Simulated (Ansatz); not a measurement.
NiMoIrPdW:

```
Ni Mo Pd Ir W
1.0
     4.14670    0.00000    0.00000
    -2.07335    3.59115    0.00000
     0.00000    0.00000    5.41629
Ni Mo Pd Ir W
1 1 1 1 1
Direct
  0.00000 0.00000 0.02221
  0.66667 0.33333 0.45996
  0.33333 0.66667 0.74601
  0.33333 0.66667 0.25641
  0.66667 0.33333 0.99985
```

The cell was built by a generator and needn't be a form met in nature.

Base run:

```yaml
Program: Ansatz 0.2.0
Functional: r2SCAN
Potentials_or_basis: Ansatz PAW
Cutoff: "500 eV (not typed: the program's choice for these potentials)"
k_mesh: 7 × 7 × 5
Occupations: fermi-dirac, width 0.05 eV
Spin: collinear spin, ferromagnetic start
Starting_moments: "[1.0, 1.0, 0.0, 0.6, 0.0] μB"
```

Its results: band gap on the k mesh none (metal or under the smearing width); pressure -5.0 GPa; net moment 0.00 μB per cell; largest force 0.124 eV/Å.

The run is repeated on the same cell with these changes: functional from r2SCAN to PBE; cutoff from 500 eV (not typed: the program's choice for these potentials) to 420 eV (not typed: the program's choice for these potentials). What comes out?

Band gap on the k mesh none (metal or under the smearing width); pressure 0.0 GPa; net moment 0.00 μB per cell; largest force 0.158 eV/Å.

Caveats: the starting moments weren't kept; the magnetic or orbital state may not be the lowest (some runs); spin-orbit coupling is left out, which moves the levels of the heavy elements (some runs); the PAW data sets come from PBE, with cores solved anew for the run's functional, which leaves a small shift of forces and pressure (some runs).
